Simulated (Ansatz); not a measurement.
# SiGeCl (doublet): the correlation ladder at a displaced geometry (v2), cc-pVDZ

How much of the correlation energy of SiGeCl (doublet) does each wave-function method recover here?

Program: Ansatz 0.2.0, Gaussian basis. Level of theory: cc-pVDZ, core rule «outside noble gas», up to 24 orbitals frozen. These are calculated values, not measurements.

To be run: UHF; CCSD(T) on ROHF; CCSD(T) on UHF; BCCD(T) on ROHF; CISD; CCSDT(Q) on ROHF; CCSDT(Q) on UHF.

17 further runs of the same task are left out: 4 that didn't finish, 13 set aside as unsound or not needed.

## (1) The system

The geometry is a PBE0/def2-TZVP stationary point (not a proven minimum) with its atoms shifted at random (size 0.100 Å). No spin-orbit coupling is included. The filled d shell of Ge may be among the frozen orbitals whatever the setting's name suggests; the logs give the count.

3 atoms, charge 0, spin multiplicity 2.

Atoms are counted from 1 here; the program's logs count them from 0.

Bond lengths: Cl1–Ge2 2.414 Å, Cl1–Si3 2.290 Å, Ge2–Si3 2.380 Å. Angles: Ge2–Cl1–Si3 60.7°, Cl1–Ge2–Si3 57.1°, Cl1–Si3–Ge2 62.2°.

## (2) UHF

Contents of in.yaml:

```yaml
crystal:
  periodic: [false, false, false]
  atoms:
    - {symbol: Cl, position_ang: [0.106148, 0.885799, 1.296535]}
    - {symbol: Ge, position_ang: [-0.058726, 0.096226, -0.979185]}
    - {symbol: Si, position_ang: [0.017894, -1.367043, 0.895904]}
basis:
  gaussian: {orbitals: cc-pVDZ}
magnetization: {spin_polarized: true, initial_magnetization: 1}
hamiltonian: {xc: hf}
output: {orbitals: {seedname: orbitals}}
```

Run with:

```bash
$ ansatz run in.yaml --threads 1 --pin off --events-out ev --progress --plain --max-ram 2393MiB
```

Further steps of the session: CCSD(T) on ROHF; CCSD(T) on UHF; BCCD(T) on ROHF; CISD; CCSDT(Q) on ROHF; CCSDT(Q) on UHF.

Before running them: what should the planned runs give, taken together? Wanted: UCCSDT(Q) below the RHF energy; RMP2 from UCCSDT(Q); UMP2 from UCCSDT(Q); RCCSD from UCCSDT(Q); RCCSD(T) from UCCSDT(Q); UCCSD(T) from UCCSDT(Q); RCCSDT(Q) from UCCSDT(Q); T1 diagnostic.

The runs gave:

| quantity | value |
| --- | --- |
| UCCSDT(Q) below the RHF energy | -8.9696 eV |
| RMP2 from UCCSDT(Q) | +31.68 kcal/mol |
| UMP2 from UCCSDT(Q) | +31.94 kcal/mol |
| RCCSD from UCCSDT(Q) | +9.45 kcal/mol |
| RCCSD(T) from UCCSDT(Q) | +1.67 kcal/mol |
| UCCSD(T) from UCCSDT(Q) | +1.67 kcal/mol |
| RCCSDT(Q) from UCCSDT(Q) | +0.09 kcal/mol |
| levels within 1 kcal/mol (43 meV) | RCCSDT, UCCSDT, RCCSDT(Q) |
| T1 diagnostic | 0.022 |

**Reading.** RCCSD(T) misses by +1.67 kcal/mol, 0.8 % of the correlation energy. These misses are within one basis, not against nature; the frozen cores of restricted and unrestricted runs differ, which can shift their rows.
